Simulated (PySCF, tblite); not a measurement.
# ClGeH₅S₃Si, a small molecule taken as a stand-in for a surface group (GeS unit): NMR shifts, core binding energies and electronic excitations, part 1 of 2

What NMR shifts, core binding energies and electronic excitations should one expect for `[SH][Ge]([SH])([SH])[SiH2]Cl`?

Computed with tblite 0.8.0 and PySCF 2.14.0; each step states its level. No surroundings beyond the atoms listed, unless a continuum is named. Atoms count from 0, parts from 1.

### 1 The system as given

11 atoms, charge 0, multiplicity 1; geometry: distance geometry start.

### 2 Geometry optimisation with GFN2-xTB

What the job is given:

```
{"job": {"kind": "relax", "xc": "GFN2-xTB", "basis": "xTB"}, "charge": 0, "multiplicity": 1}
S      0.533889    -1.749930    -0.071281
Ge    -0.205596     0.319488     0.314745
S      1.510253     1.618059     0.967228
S     -1.745164     0.289218     1.964560
Si    -1.148604     1.184643    -1.620143
Cl    -3.025587     2.052000    -1.154797
H      1.426136    -2.424585     0.702844
H      2.493148     1.268501     1.844515
H     -2.853936    -0.488387     1.955643
H     -1.342567     0.143967    -2.536551
H     -0.266285     2.183086    -2.149045
```

Method: GFN2-xTB geometry optimisation, gas phase.

Launch:

```console
$ OMP_NUM_THREADS=1 python cluster_run.py task.json out
```

This one command runs all jobs of the session in turn.

What it wrote:

```text
step      E/eV     max force
  0    -560.64923    2.309
  1    -560.89286    1.337
  2    -561.19228    1.637
  3    -561.27157    1.225
  4    -561.42075    0.632
  5    -561.44132    0.555
  6    -561.52181    0.601
  7    -561.56642    0.764
  8    -561.63140    0.947
  9    -561.67475    0.765
 10    -561.69753    0.397
 11    -561.70846    0.367
 12    -561.72479    0.390
 13    -561.74290    0.450
 14    -561.76627    0.464
 15    -561.77855    0.265
 16    -561.78475    0.153
 17    -561.78774    0.166
 18    -561.79123    0.180
 19    -561.79620    0.290
 20    -561.80183    0.356
 21    -561.80757    0.309
 22    -561.81247    0.174
 23    -561.81588    0.145
 24    -561.81796    0.150
 25    -561.82040    0.174
 26    -561.82344    0.202
 27    -561.82628    0.167
 28    -561.82772    0.079
 29    -561.82817    0.044
 30    -561.82841    0.043
 31    -561.82884    0.064
 32    -561.82951    0.095
 33    -561.83055    0.147
 34    -561.83192    0.179
 35    -561.83352    0.162
 36    -561.83487    0.092
 37    -561.83557    0.056
 38    -561.83588    0.044
 39    -561.83617    0.052
 40    -561.83661    0.095
 41    -561.83740    0.130
 42    -561.83862    0.125
 43    -561.83999    0.129
 44    -561.84097    0.093
 45    -561.84154    0.089
 46    -561.84186    0.082
 47    -561.84229    0.049
 48    -561.84287    0.083
 49    -561.84361    0.121
 50    -561.84481    0.131
 51    -561.84594    0.103
 52    -561.84657    0.042
 53    -561.84682    0.048
 54    -561.84701    0.067
 55    -561.84724    0.083
 56    -561.84766    0.068
 57    -561.84827    0.062
 58    -561.84890    0.069
 59    -561.84924    0.090
 60    -561.84963    0.063
 61    -561.85002    0.115
 62    -561.85040    0.060
 63    -561.85065    0.054
 64    -561.85130    0.064
 65    -561.85174    0.047
 66    -561.85245    0.048
 67    -561.85283    0.039
 68    -561.85316    0.039
 69    -561.85335    0.039
 70    -561.85352    0.064
 71    -561.85371    0.068
 72    -561.85401    0.076
 73    -561.85451    0.076
 74    -561.85528    0.099
 75    -561.85622    0.057
 76    -561.85544    0.288
 77    -561.85730    0.033
 78    -561.85757    0.028
 79    -561.85785    0.081
 80    -561.85797    0.030
 81    -561.85807    0.025
 82    -561.85828    0.034
 83    -561.85849    0.036
 84    -561.85877    0.040
 85    -561.85905    0.038
 86    -561.85928    0.037
 87    -561.85944    0.036
 88    -561.85958    0.057
 89    -561.85976    0.064
 90    -561.86011    0.077
 91    -561.86041    0.078
 92    -561.86076    0.070
 93    -561.86116    0.064
 94    -561.86165    0.052
 95    -561.85980    0.319
 96    -561.86227    0.081
 97    -561.86260    0.051
 98    -561.86062    0.325
 99    -561.86303    0.042
100    -561.86327    0.038
101    -561.86350    0.161
102    -561.86399    0.035
103    -561.86421    0.037
104    -561.86483    0.040
105    -561.86497    0.033
106    -561.86531    0.037
107    -561.86559    0.039
108    -561.86586    0.050
109    -561.86606    0.053
110    -561.86624    0.047
111    -561.86643    0.040
112    -561.86660    0.047
113    -561.86669    0.046
114    -561.86679    0.030
115    -561.86682    0.013
116    -561.86684    0.010
117    -561.86685    0.010
118    -561.86686    0.009
119    -561.86687    0.010
120    -561.86688    0.007
```

Wall time 11 s (1 thread of Intel Xeon, shared host).

Along the way:

```tsv
step	energy from step 0 (eV)	largest force (eV/Å)
0	0.0000	2.3095
5	-0.7921	0.5551
10	-1.0483	0.3969
15	-1.1293	0.2647
20	-1.1526	0.3557
25	-1.1712	0.1733
30	-1.1792	0.0427
35	-1.1843	0.1624
40	-1.1874	0.0952
45	-1.1923	0.0886
50	-1.1956	0.1312
55	-1.1980	0.0822
60	-1.2004	0.0631
65	-1.2025	0.0470
70	-1.2043	0.0637
75	-1.2070	0.0574
80	-1.2087	0.0294
85	-1.2098	0.0383
90	-1.2109	0.0765
95	-1.2106	0.3188
100	-1.2140	0.0380
105	-1.2157	0.0322
110	-1.2170	0.0462
115	-1.2176	0.0136
120	-1.2177	0.0075
```

Distances of close pairs at the start and the end, largest changes first:

```tsv
bond	before (Å)	after (Å)	change (Å)
Si4–Cl5	2.119	1.994	-0.125
Ge1–Si4	2.320	2.441	+0.121
Si4–H9	1.400	1.458	+0.058
S0–Ge1	2.231	2.273	+0.042
S2–H7	1.363	1.324	-0.039
S0–H6	1.360	1.324	-0.037
S3–H8	1.354	1.323	-0.031
Ge1–S3	2.257	2.284	+0.027
```

### 3 Relaxing the molecule at PBE0-D3(BJ)/def2-SVP

What the job is given:

```
{"job": {"xc": "PBE0", "basis": "def2-SVP", "d3": "d3bj", "grid": 2, "kind": "geom", "shake": 0.01}, "charge": 0, "multiplicity": 1}
S      0.692715    -2.407944    -0.219990
Ge     0.292592    -0.202397     0.279567
S      2.287235     0.687113     0.833718
S     -0.851932    -0.105251     2.229313
Si    -0.743625     0.847070    -1.671142
Cl    -2.533268     1.539877    -1.102545
H      1.612832    -2.546037     0.702984
H      1.835915     1.353735     1.876825
H     -1.813511    -0.947013     1.830037
H     -0.868197    -0.186187    -2.667040
H      0.121931     1.938535    -2.081428
```

What it wrote:

```text
step   0  E = -4022.60147844  max force = 0.024502
step   1  E = -4022.60894304  max force = 0.006080
step   2  E = -4022.60945053  max force = 0.002354
step   3  E = -4022.60986351  max force = 0.002119
step   4  E = -4022.61074620  max force = 0.010109
step   5  E = -4022.61134917  max force = 0.012358
step   6  E = -4022.61212215  max force = 0.006059
step   7  E = -4022.61240607  max force = 0.001296
step   8  E = -4022.61249471  max force = 0.001436
step   9  E = -4022.61266270  max force = 0.002944
step  10  E = -4022.61279657  max force = 0.002740
step  11  E = -4022.61294635  max force = 0.001886
step  12  E = -4022.61309978  max force = 0.001417
step  13  E = -4022.61328236  max force = 0.002839
step  14  E = -4022.61339969  max force = 0.002699
step  15  E = -4022.61350185  max force = 0.001305
step  16  E = -4022.61354535  max force = 0.000762
step  17  E = -4022.61356498  max force = 0.000573
step  18  E = -4022.61357190  max force = 0.000380
optimisation converged
```

Run time: 6.5 min. Hardware: 1 thread of Intel Xeon, shared host; peak memory 0.75 GiB.

Along the way:

```tsv
step	energy from step 0 (eV)	largest force component (eV/Å)
0	0.0000	1.2599
1	-0.2031	0.3126
2	-0.2169	0.1210
3	-0.2282	0.1090
4	-0.2522	0.5198
5	-0.2686	0.6355
6	-0.2896	0.3116
7	-0.2974	0.0666
8	-0.2998	0.0738
9	-0.3043	0.1514
10	-0.3080	0.1409
11	-0.3121	0.0970
12	-0.3162	0.0729
13	-0.3212	0.1460
14	-0.3244	0.1388
15	-0.3272	0.0671
16	-0.3284	0.0392
17	-0.3289	0.0295
18	-0.3291	0.0195
```

Close pairs (by a distance rule), those that changed most:

```tsv
bond	before (Å)	after (Å)	change (Å)
Si4–Cl5	2.002	2.082	+0.080
S0–Ge1	2.297	2.224	-0.073
Ge1–Si4	2.445	2.384	-0.062
Si4–H9	1.440	1.489	+0.049
S0–H6	1.311	1.352	+0.041
Si4–H10	1.452	1.489	+0.037
S2–H7	1.318	1.352	+0.035
Ge1–S3	2.263	2.228	-0.034
```

The end geometry stands in the next job.

```tsv
at the end point	value
point group (found at 0.08 Å tolerance)	C1
rotational constants (GHz, main isotopes)	1.148, 0.611, 0.590
dipole moment (D)	1.09
```

### 4 Shielding tensors: PBE0/pcSseg-1

What the job is given:

```
{"job": {"kind": "nmr", "xc": "PBE0", "basis": "pcSseg-1"}, "charge": 0, "multiplicity": 1}
S      0.716239    -2.465387    -0.266661
Ge     0.447059    -0.334447     0.309328
S      2.481280     0.507173     0.649856
S     -0.687289    -0.020652     2.201665
Si    -0.738581     0.763678    -1.442745
Cl    -2.752727     0.322992    -1.154309
H      1.308165    -2.798188     0.902061
H      2.019893     1.562537     1.358503
H     -1.881057    -0.091300     1.566077
H     -0.330157     0.289145    -2.793981
H     -0.553957     2.236630    -1.321929
```

With the program's defaults for keys left out, this is: GIAO PBE0/pcSseg-1 NMR shielding, non-relativistic, gas phase.

What it wrote:

```text
coarse grid: 51456 points
cycle   1  E = -4023.0587435206  dE = -2.583e-01  |g| = 9.765e-01  |ddm| = 3.382e+00
cycle   2  E = -4022.9503838887  dE =  1.084e-01  |g| = 1.189e+00  |ddm| = 1.691e+00
cycle   3  E = -4023.1604741040  dE = -2.101e-01  |g| = 1.440e-01  |ddm| = 1.209e+00
cycle   4  E = -4023.1659823421  dE = -5.508e-03  |g| = 4.432e-02  |ddm| = 2.468e-01
cycle   5  E = -4023.1666403128  dE = -6.580e-04  |g| = 4.237e-03  |ddm| = 6.644e-02
cycle   6  E = -4023.1666441212  dE = -3.808e-06  |g| = 2.063e-03  |ddm| = 7.798e-03
final grid: 98808 points
cycle   7  E = -4023.1666838992  dE =  3.705e-07  |g| = 2.378e-03  |ddm| = 6.006e-03
cycle   8  E = -4023.1666831800  dE =  7.192e-07  |g| = 2.841e-03  |ddm| = 7.133e-03
cycle   9  E = -4023.1666855453  dE = -2.365e-06  |g| = 1.773e-04  |ddm| = 3.987e-03
cycle  10  E = -4023.1666855523  dE = -7.026e-09  |g| = 2.810e-05  |ddm| = 2.192e-04
cycle  11  E = -4023.1666855525  dE = -1.410e-10  |g| = 3.665e-06  |ddm| = 2.909e-05
converged SCF energy = -4023.1666855525

GIAO shielding tensors (ppm)
atom      isotropic    diamagn.    paramagn.     s11        s22        s33       span
  0 S      625.966    1057.318    -431.352    530.318    603.430    744.149    213.831
  1 Ge    1227.304    2762.225   -1534.921   1064.574   1252.202   1365.135    300.561
  2 S      664.035    1057.317    -393.282    547.319    597.544    847.242    299.923
  3 S      640.700    1058.169    -417.469    478.686    689.212    754.201    275.515
  4 Si     366.660     877.337    -510.677    331.199    348.899    419.881     88.682
  5 Cl    1015.438    1147.968    -132.530    984.880   1017.619   1043.817     58.937
  6 H       29.903      28.791       1.112     22.170     27.177     40.363     18.193
  7 H       30.128      29.667       0.461     21.289     27.765     41.328     20.039
  8 H       29.078      30.210      -1.132     19.567     27.901     39.766     20.200
  9 H       25.968      26.735      -0.767     21.759     24.690     31.456      9.697
 10 H       26.172      27.113      -0.941     21.579     25.390     31.546      9.967
```

It took 39 s on 1 thread of Intel Xeon, shared host; peak memory 1.1 GiB.

Shifts follow as δ = σ(reference) − σ, with reference shieldings (ppm) from runs at the same level and on the same kind of geometry: $^{1}$H TMS 31.27, $^{29}$Si TMS 352.0, $^{33}$S CS2 496, $^{73}$Ge GeMe4 1330, $^{35}$Cl HCl 943. The references are single molecules in the gas phase.

```tsv
atoms	environment	σ (ppm)	δ (ppm)
H9	hydrogen on a silicon bonded to Cl, Ge	25.97	5.30
H10	hydrogen on a silicon bonded to Cl, Ge	26.17	5.10
H8	hydrogen on a sulfur bonded to Ge	29.08	2.19
H6	hydrogen on a sulfur bonded to Ge	29.90	1.36
H7	hydrogen on a sulfur bonded to Ge	30.13	1.14
S0	sulfur bonded to Ge, H	626	-130
S3	sulfur bonded to Ge, H	641	-145
S2	sulfur bonded to Ge, H	664	-168
Ge1	germanium bonded to 3 S, Si	1227	103
Si4	silicon bonded to Cl, Ge, 2 H	366.7	-14.7
Cl5	chlorine bonded to Si	1015	-72
```

Charges from the same density, by scheme (e):

```tsv
atoms	Mulliken	IAO	Hirshfeld	ESP fit
S0	-0.22	-0.28	-0.14	-0.27
Ge1	-0.11	0.47	0.23	0.12
S2	-0.22	-0.28	-0.14	-0.26
S3	-0.23	-0.29	-0.14	-0.29
Si4	0.67	0.52	0.26	0.19
Cl5	-0.33	-0.31	-0.12	-0.15
```

Mayer bond orders: S0–Ge1 1.11, Ge1–S2 1.08, Ge1–S3 1.08, Ge1–Si4 0.80, Si4–Cl5 0.92.

(Continued in part 2 of 2.)
